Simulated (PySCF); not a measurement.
# C4H12Pb: NMR shieldings

What do calculations give for the NMR shieldings of C4H12Pb (`[CH3][Pb]([CH3])([CH3])[CH3]`)?

Programs: PySCF 2.14.0, with routines of our own; each step states its level. All values are computed. Atoms count from 0.

3 further runs of the same task are left out: 3 for a basis unfit for spin-orbit shieldings.

## 1. The starting structure

17 atoms, charge 0, multiplicity 1; geometry from: GFN2-xTB.

## 2. NMR shieldings: PBE0/x2c-SVPall-2c Pb:us-x2c-SVPall-2c, spin-free

Job settings and geometry (Å):

```
{"job": {"xc": "PBE0", "basis": {"default": "x2c-SVPall-2c", "Pb": "us-x2c-SVPall-2c"}, "rel": "sf", "kind": "hnmr"}, "charge": 0, "multiplicity": 1}
Pb     0.002820     0.001320    -0.002930
C     -0.007450    -0.014060     2.296190
H     -1.025570     0.065370     2.650840
H      0.567870     0.822310     2.668810
H      0.426650    -0.936510     2.656510
C      2.172770     0.003950    -0.769990
H      2.174490    -0.114610    -1.844480
H      2.717210    -0.814000    -0.318980
H      2.651600     0.938240    -0.511830
C     -1.083860     1.883900    -0.750940
H     -0.965550     1.974090    -1.821620
H     -0.664500     2.755870    -0.268490
H     -2.135220     1.811860    -0.510250
C     -1.080670    -1.872380    -0.776840
H     -2.052630    -1.951570    -0.309090
H     -0.495430    -2.749630    -0.538110
H     -1.202540    -1.804180    -1.848800
```

Method: PBE0/x2c-SVPall-2c Pb:us-x2c-SVPall-2c GIAO NMR shielding, spin-free X2C, Gaussian nuclei, gas phase.

Run with:

```console
> OMP_NUM_THREADS=1 python heavy_run.py task.json out
```

One launch serves the whole session: the jobs run in the order shown.

Log:

```text
spin-free SCF
coarse grid: 59048 points
cycle   1  E = -21043.8378803138  dE = -9.929e-01  |g| = 6.275e-01  |ddm| = 1.375e+02
cycle   2  E = -21043.8170737933  dE =  2.081e-02  |g| = 5.660e-01  |ddm| = 1.100e+00
cycle   3  E = -21043.9027546682  dE = -8.568e-02  |g| = 1.095e-01  |ddm| = 7.030e-01
cycle   4  E = -21043.9051593835  dE = -2.405e-03  |g| = 3.421e-02  |ddm| = 1.464e-01
cycle   5  E = -21043.9053006294  dE = -1.412e-04  |g| = 9.995e-04  |ddm| = 4.098e-02
cycle   6  E = -21043.9053008735  dE = -2.441e-07  |g| = 4.257e-04  |ddm| = 2.143e-03
final grid: 124280 points
cycle   7  E = -21043.9646882341  dE = -1.485e-05  |g| = 2.547e-03  |ddm| = 2.276e-03
cycle   8  E = -21043.9646881778  dE =  5.633e-08  |g| = 6.783e-04  |ddm| = 1.476e-03
cycle   9  E = -21043.9646881176  dE =  6.022e-08  |g| = 8.383e-04  |ddm| = 1.778e-03
cycle  10  E = -21043.9646882990  dE = -1.815e-07  |g| = 6.062e-05  |ddm| = 9.426e-04
cycle  11  E = -21043.9646882999  dE = -8.877e-10  |g| = 1.837e-05  |ddm| = 1.075e-04
converged SCF energy = -21043.9646882999
check of the scalar solution
cycle   1  E = -21043.9646882999  dE = -2.104e+04  |FDS-SDF| = 2.123e+01
cycle   2  E = -21043.9837951429  dE = -1.911e-02  |FDS-SDF| = 1.590e-02
cycle   3  E = -21043.9837952916  dE = -1.486e-07  |FDS-SDF| = 1.225e-03
cycle   4  E = -21043.9837952968  dE = -5.242e-09  |FDS-SDF| = 3.367e-04
cycle   5  E = -21043.9837953051  dE = -8.247e-09  |FDS-SDF| = 1.162e-04
cycle   6  E = -21043.9837953044  dE =  6.585e-10  |FDS-SDF| = 1.255e-05
converged, E = -21043.9837953044

Field gradients (au) and densities at the nuclei (bohr^-3)
atom        Vxx        Vyy        Vzz        centre      nuclear mean
  0 Pb     0.0007     0.0527    -0.0534    2427381.685    2336403.732
  1 C     -0.0377    -0.0378     0.0755        113.951        113.950
  2 H     -0.1681    -0.1760     0.3441          0.370          0.370
  3 H     -0.1677    -0.1758     0.3435          0.370          0.370
  4 H     -0.1678    -0.1758     0.3437          0.370          0.370
  5 C     -0.0388    -0.0390     0.0777        113.951        113.951
  6 H     -0.1681    -0.1760     0.3441          0.370          0.370
  7 H     -0.1680    -0.1759     0.3439          0.370          0.370
  8 H     -0.1680    -0.1760     0.3440          0.370          0.370
  9 C     -0.0379    -0.0382     0.0761        113.951        113.951
 10 H     -0.1681    -0.1762     0.3443          0.370          0.370
 11 H     -0.1679    -0.1759     0.3438          0.370          0.370
 12 H     -0.1681    -0.1761     0.3442          0.370          0.370
 13 C     -0.0376    -0.0381     0.0757        113.950        113.950
 14 H     -0.1676    -0.1756     0.3431          0.370          0.370
 15 H     -0.1679    -0.1758     0.3437          0.370          0.370
 16 H     -0.1681    -0.1761     0.3442          0.370          0.370
without picture change
  0 Pb                           0.0389                   6655652.214

Core orbital energies (eV)
atom   shell        mean    spread
  0 Pb 1s       -87934.977   0.000
  0 Pb 2s       -15764.066   0.000
  0 Pb 3s        -3802.621   0.000
  0 Pb 4s         -870.098   0.000
  0 Pb 5s         -148.681   0.000
  0 Pb 6s          -15.728   0.000
  0 Pb 2p       -13593.623   0.019
  0 Pb 3p        -3174.223   0.002
  0 Pb 4p         -661.959   0.000
  0 Pb 5p          -90.158   0.000
  0 Pb 3d        -2499.740   0.000
  0 Pb 4d         -411.305   0.002
  0 Pb 5d          -22.625   0.161
  0 Pb 4f         -137.375   0.003

Shielding tensors (ppm)
atom      isotropic    diamagn.    paramagn.     s11        s22        s33       span
  0 Pb     5804.83    10307.96    -4503.13    5802.57    5804.06    5807.87       5.30
  1 C       191.60      247.94      -56.34     183.16     183.32     208.31      25.15
  2 H        31.45       31.14        0.31      25.13      28.17      41.05      15.92
  3 H        31.43       31.11        0.33      25.13      28.13      41.05      15.92
  4 H        31.43       31.11        0.32      25.12      28.13      41.05      15.92
  5 C       191.50      247.88      -56.38     182.89     183.23     208.39      25.50
  6 H        31.43       31.10        0.33      25.11      28.16      41.03      15.92
  7 H        31.43       31.10        0.33      25.11      28.15      41.04      15.92
  8 H        31.42       31.09        0.34      25.12      28.13      41.02      15.91
  9 C       191.65      247.97      -56.32     183.20     183.37     208.38      25.19
 10 H        31.43       31.11        0.33      25.11      28.13      41.05      15.94
 11 H        31.44       31.12        0.32      25.10      28.17      41.05      15.95
 12 H        31.44       31.13        0.31      25.10      28.17      41.04      15.94
 13 C       191.64      247.95      -56.31     182.99     183.56     208.36      25.37
 14 H        31.43       31.11        0.32      25.12      28.14      41.04      15.92
 15 H        31.43       31.12        0.32      25.10      28.17      41.04      15.94
 16 H        31.43       31.11        0.32      25.11      28.14      41.05      15.94
```

Run time: 85 s. Hardware: 1 thread of Arm Neoverse V1, shared host; peak memory 1.2 GiB.

## 3. NMR shieldings: PBE0/x2c-SVPall-2c Pb:us-x2c-SVPall-2c in water, spin-free

Settings changed since step 2:

```diff
@@ -1,2 +1,2 @@
-{"job": {"xc": "PBE0", "basis": {"default": "x2c-SVPall-2c", "Pb": "us-x2c-SVPall-2c"}, "rel": "sf", "kind": "hnmr"}, "charge": 0, "multiplicity": 1}
+{"job": {"xc": "PBE0", "basis": {"default": "x2c-SVPall-2c", "Pb": "us-x2c-SVPall-2c"}, "rel": "sf", "solvent": "water", "kind": "hnmr"}, "charge": 0, "multiplicity": 1}
 Pb     0.002820     0.001320    -0.002930
```

Method: PBE0/x2c-SVPall-2c Pb:us-x2c-SVPall-2c GIAO NMR shielding, spin-free X2C, Gaussian nuclei, IEF-PCM water.

Log:

```text
spin-free SCF
coarse grid: 59048 points
cycle   1  E = -21043.8412430556  dE = -9.952e-01  |g| = 6.241e-01  |ddm| = 1.375e+02
cycle   2  E = -21043.8220157092  dE =  1.923e-02  |g| = 5.570e-01  |ddm| = 1.075e+00
cycle   3  E = -21043.9046849719  dE = -8.267e-02  |g| = 1.093e-01  |ddm| = 6.945e-01
cycle   4  E = -21043.9070417886  dE = -2.357e-03  |g| = 3.137e-02  |ddm| = 1.400e-01
cycle   5  E = -21043.9071442442  dE = -1.025e-04  |g| = 6.952e-04  |ddm| = 3.484e-02
cycle   6  E = -21043.9071443795  dE = -1.353e-07  |g| = 2.477e-04  |ddm| = 1.735e-03
final grid: 124280 points
cycle   7  E = -21043.9665316200  dE = -1.486e-05  |g| = 2.513e-03  |ddm| = 2.022e-03
cycle   8  E = -21043.9665316129  dE =  7.069e-09  |g| = 2.953e-04  |ddm| = 6.999e-04
cycle   9  E = -21043.9665315972  dE =  1.573e-08  |g| = 3.859e-04  |ddm| = 8.027e-04
cycle  10  E = -21043.9665316351  dE = -3.789e-08  |g| = 2.363e-05  |ddm| = 4.340e-04
cycle  11  E = -21043.9665316352  dE = -9.823e-11  |g| = 1.504e-05  |ddm| = 5.391e-05
converged SCF energy = -21043.9665316352
check of the scalar solution
cycle   1  E = -21043.9665316357  dE = -2.104e+04  |FDS-SDF| = 2.123e+01
cycle   2  E = -21043.9856395269  dE = -1.911e-02  |FDS-SDF| = 1.590e-02
cycle   3  E = -21043.9856396776  dE = -1.507e-07  |FDS-SDF| = 1.226e-03
cycle   4  E = -21043.9856396846  dE = -6.989e-09  |FDS-SDF| = 3.352e-04
cycle   5  E = -21043.9856396904  dE = -5.795e-09  |FDS-SDF| = 1.120e-04
cycle   6  E = -21043.9856396909  dE = -4.875e-10  |FDS-SDF| = 1.183e-05
converged, E = -21043.9856396909

Field gradients (au) and densities at the nuclei (bohr^-3)
atom        Vxx        Vyy        Vzz        centre      nuclear mean
  0 Pb    -0.0003    -0.0548     0.0550    2427381.360    2336403.419
  1 C     -0.0381    -0.0382     0.0763        113.949        113.949
  2 H     -0.1680    -0.1760     0.3441          0.369          0.369
  3 H     -0.1677    -0.1758     0.3435          0.369          0.369
  4 H     -0.1678    -0.1759     0.3437          0.369          0.369
  5 C     -0.0393    -0.0394     0.0787        113.949        113.949
  6 H     -0.1681    -0.1760     0.3441          0.369          0.369
  7 H     -0.1680    -0.1759     0.3439          0.369          0.369
  8 H     -0.1680    -0.1760     0.3440          0.369          0.369
  9 C     -0.0384    -0.0386     0.0771        113.949        113.949
 10 H     -0.1681    -0.1762     0.3443          0.369          0.369
 11 H     -0.1679    -0.1759     0.3438          0.369          0.369
 12 H     -0.1681    -0.1761     0.3442          0.369          0.369
 13 C     -0.0381    -0.0385     0.0766        113.949        113.949
 14 H     -0.1675    -0.1756     0.3431          0.369          0.369
 15 H     -0.1678    -0.1759     0.3437          0.369          0.369
 16 H     -0.1680    -0.1761     0.3442          0.369          0.369
without picture change
  0 Pb                           0.0418                   6655651.327

Core orbital energies (eV)
atom   shell        mean    spread
  0 Pb 1s       -87934.872   0.000
  0 Pb 2s       -15763.960   0.000
  0 Pb 3s        -3802.515   0.000
  0 Pb 4s         -869.991   0.000
  0 Pb 5s         -148.573   0.000
  0 Pb 6s          -15.613   0.000
  0 Pb 2p       -13593.517   0.019
  0 Pb 3p        -3174.116   0.002
  0 Pb 4p         -661.852   0.000
  0 Pb 5p          -90.051   0.000
  0 Pb 3d        -2499.634   0.000
  0 Pb 4d         -411.198   0.002
  0 Pb 5d          -22.516   0.159
  0 Pb 4f         -137.267   0.003

Shielding tensors (ppm)
atom      isotropic    diamagn.    paramagn.     s11        s22        s33       span
  0 Pb     5807.28    10307.86    -4500.58    5804.94    5806.54    5810.37       5.43
  1 C       192.46      248.29      -55.83     183.91     184.07     209.39      25.48
  2 H        31.43       31.17        0.26      25.07      28.17      41.05      15.98
  3 H        31.42       31.14        0.28      25.07      28.12      41.06      15.99
  4 H        31.42       31.14        0.27      25.07      28.13      41.05      15.99
  5 C       192.35      248.22      -55.88     183.62     183.96     209.47      25.85
  6 H        31.41       31.13        0.28      25.05      28.15      41.04      15.98
  7 H        31.41       31.13        0.28      25.06      28.15      41.04      15.99
  8 H        31.41       31.12        0.29      25.06      28.13      41.03      15.97
  9 C       192.49      248.31      -55.82     183.92     184.10     209.46      25.53
 10 H        31.42       31.14        0.28      25.06      28.13      41.06      16.00
 11 H        31.42       31.15        0.27      25.04      28.16      41.05      16.01
 12 H        31.42       31.16        0.26      25.04      28.17      41.05      16.00
 13 C       192.48      248.29      -55.81     183.71     184.29     209.44      25.72
 14 H        31.41       31.14        0.27      25.06      28.14      41.05      15.99
 15 H        31.41       31.15        0.27      25.04      28.16      41.05      16.01
 16 H        31.42       31.14        0.27      25.05      28.14      41.06      16.01
```

It took 87 s on 1 thread of Arm Neoverse V1, shared host; peak memory 1.3 GiB.

## 4. NMR shieldings: PBE0/x2c-SVPall-2c Pb:us-x2c-SVPall-2c in dichloromethane, spin-free

Settings changed since step 3:

```diff
@@ -1,2 +1,2 @@
-{"job": {"xc": "PBE0", "basis": {"default": "x2c-SVPall-2c", "Pb": "us-x2c-SVPall-2c"}, "rel": "sf", "solvent": "water", "kind": "hnmr"}, "charge": 0, "multiplicity": 1}
+{"job": {"xc": "PBE0", "basis": {"default": "x2c-SVPall-2c", "Pb": "us-x2c-SVPall-2c"}, "rel": "sf", "solvent": "dichloromethane", "kind": "hnmr"}, "charge": 0, "multiplicity": 1}
 Pb     0.002820     0.001320    -0.002930
```

With the program's defaults for keys left out, this is: PBE0/x2c-SVPall-2c Pb:us-x2c-SVPall-2c GIAO NMR shielding, spin-free X2C, Gaussian nuclei, IEF-PCM dichloromethane.

Log:

```text
spin-free SCF
coarse grid: 59048 points
cycle   1  E = -21043.8407318081  dE = -9.948e-01  |g| = 6.246e-01  |ddm| = 1.375e+02
cycle   2  E = -21043.8212345445  dE =  1.950e-02  |g| = 5.584e-01  |ddm| = 1.078e+00
cycle   3  E = -21043.9043723800  dE = -8.314e-02  |g| = 1.094e-01  |ddm| = 6.960e-01
cycle   4  E = -21043.9067395359  dE = -2.367e-03  |g| = 3.178e-02  |ddm| = 1.410e-01
cycle   5  E = -21043.9068466306  dE = -1.071e-04  |g| = 7.206e-04  |ddm| = 3.570e-02
cycle   6  E = -21043.9068467720  dE = -1.414e-07  |g| = 2.682e-04  |ddm| = 1.757e-03
final grid: 124280 points
cycle   7  E = -21043.9662340354  dE = -1.486e-05  |g| = 2.515e-03  |ddm| = 2.045e-03
cycle   8  E = -21043.9662340260  dE =  9.379e-09  |g| = 3.298e-04  |ddm| = 7.774e-04
cycle   9  E = -21043.9662340064  dE =  1.959e-08  |g| = 4.324e-04  |ddm| = 9.014e-04
cycle  10  E = -21043.9662340539  dE = -4.748e-08  |g| = 2.708e-05  |ddm| = 4.861e-04
cycle  11  E = -21043.9662340540  dE = -1.237e-10  |g| = 1.606e-05  |ddm| = 6.020e-05
converged SCF energy = -21043.9662340540
check of the scalar solution
cycle   1  E = -21043.9662340541  dE = -2.104e+04  |FDS-SDF| = 2.123e+01
cycle   2  E = -21043.9853417673  dE = -1.911e-02  |FDS-SDF| = 1.590e-02
cycle   3  E = -21043.9853419166  dE = -1.493e-07  |FDS-SDF| = 1.225e-03
cycle   4  E = -21043.9853419238  dE = -7.152e-09  |FDS-SDF| = 3.352e-04
cycle   5  E = -21043.9853419294  dE = -5.562e-09  |FDS-SDF| = 1.125e-04
cycle   6  E = -21043.9853419333  dE = -3.907e-09  |FDS-SDF| = 1.200e-05
converged, E = -21043.9853419333

Field gradients (au) and densities at the nuclei (bohr^-3)
atom        Vxx        Vyy        Vzz        centre      nuclear mean
  0 Pb    -0.0000    -0.0546     0.0546    2427381.418    2336403.475
  1 C     -0.0381    -0.0381     0.0762        113.949        113.949
  2 H     -0.1681    -0.1760     0.3441          0.369          0.369
  3 H     -0.1677    -0.1758     0.3435          0.369          0.369
  4 H     -0.1678    -0.1759     0.3437          0.369          0.369
  5 C     -0.0392    -0.0393     0.0786        113.949        113.949
  6 H     -0.1681    -0.1760     0.3441          0.369          0.369
  7 H     -0.1680    -0.1759     0.3439          0.369          0.369
  8 H     -0.1680    -0.1760     0.3440          0.369          0.369
  9 C     -0.0383    -0.0386     0.0769        113.949        113.949
 10 H     -0.1681    -0.1762     0.3443          0.369          0.369
 11 H     -0.1679    -0.1759     0.3438          0.369          0.369
 12 H     -0.1681    -0.1761     0.3442          0.369          0.369
 13 C     -0.0380    -0.0385     0.0765        113.949        113.949
 14 H     -0.1675    -0.1756     0.3431          0.369          0.369
 15 H     -0.1678    -0.1759     0.3437          0.369          0.369
 16 H     -0.1680    -0.1761     0.3442          0.369          0.369
without picture change
  0 Pb                           0.0413                   6655651.485

Core orbital energies (eV)
atom   shell        mean    spread
  0 Pb 1s       -87934.882   0.000
  0 Pb 2s       -15763.970   0.000
  0 Pb 3s        -3802.525   0.000
  0 Pb 4s         -870.001   0.000
  0 Pb 5s         -148.583   0.000
  0 Pb 6s          -15.624   0.000
  0 Pb 2p       -13593.527   0.019
  0 Pb 3p        -3174.126   0.002
  0 Pb 4p         -661.862   0.000
  0 Pb 5p          -90.061   0.000
  0 Pb 3d        -2499.644   0.000
  0 Pb 4d         -411.208   0.002
  0 Pb 5d          -22.527   0.160
  0 Pb 4f         -137.278   0.003

Shielding tensors (ppm)
atom      isotropic    diamagn.    paramagn.     s11        s22        s33       span
  0 Pb     5806.79    10307.88    -4501.09    5804.46    5806.05    5809.87       5.40
  1 C       192.32      248.23      -55.91     183.79     183.95     209.21      25.42
  2 H        31.43       31.16        0.27      25.08      28.17      41.05      15.97
  3 H        31.42       31.13        0.29      25.08      28.12      41.06      15.98
  4 H        31.42       31.14        0.28      25.08      28.13      41.05      15.98
  5 C       192.21      248.17      -55.96     183.50     183.84     209.29      25.79
  6 H        31.42       31.13        0.29      25.06      28.15      41.04      15.97
  7 H        31.42       31.12        0.29      25.06      28.15      41.04      15.98
  8 H        31.41       31.11        0.30      25.07      28.13      41.03      15.96
  9 C       192.36      248.25      -55.90     183.81     183.98     209.28      25.47
 10 H        31.42       31.13        0.29      25.07      28.13      41.06      15.99
 11 H        31.42       31.14        0.28      25.05      28.16      41.05      16.00
 12 H        31.42       31.15        0.27      25.05      28.17      41.05      15.99
 13 C       192.34      248.24      -55.89     183.60     184.17     209.26      25.66
 14 H        31.42       31.13        0.28      25.07      28.14      41.05      15.98
 15 H        31.42       31.14        0.28      25.05      28.16      41.04      16.00
 16 H        31.42       31.14        0.28      25.06      28.14      41.06      16.00
```

Run time: 89 s. Hardware: 1 thread of Arm Neoverse V1, shared host; peak memory 1.3 GiB.

## 5. Shieldings side by side

```tsv
run	Pb0	C1	C5	C13	C9	H6	H7	time
step 2, PBE0/x2c-SVPall-2c Pb:us-x2c-SVPall-2c, spin-free	5804.8	191.6	191.5	191.6	191.7	31.4	31.4	85 s
step 3, PBE0/x2c-SVPall-2c Pb:us-x2c-SVPall-2c in water, spin-free	5807.3	192.5	192.3	192.5	192.5	31.4	31.4	87 s
step 4, PBE0/x2c-SVPall-2c Pb:us-x2c-SVPall-2c in dichloromethane, spin-free	5806.8	192.3	192.2	192.3	192.4	31.4	31.4	89 s
```

## 6. What came out

```
                                                                                 quantity                                                    value
                   shieldings (step 2, PBE0/x2c-SVPall-2c Pb:us-x2c-SVPall-2c, spin-free)  Pb0 5804.8, C1 191.6, C5 191.5, C9 191.7, C13 191.6 ppm
          shieldings (step 3, PBE0/x2c-SVPall-2c Pb:us-x2c-SVPall-2c in water, spin-free)  Pb0 5807.3, C1 192.5, C5 192.3, C9 192.5, C13 192.5 ppm
shieldings (step 4, PBE0/x2c-SVPall-2c Pb:us-x2c-SVPall-2c in dichloromethane, spin-free)  Pb0 5806.8, C1 192.3, C5 192.2, C9 192.4, C13 192.3 ppm
```

What this shows: Pb0 moves most between the runs, by 2 ppm; the labels say what changes from run to run. No run holds spin-orbit coupling, which is large for shieldings at and beside heavy atoms. The geometry comes from tight binding, which is rough for metal atoms, and these values hang on it.
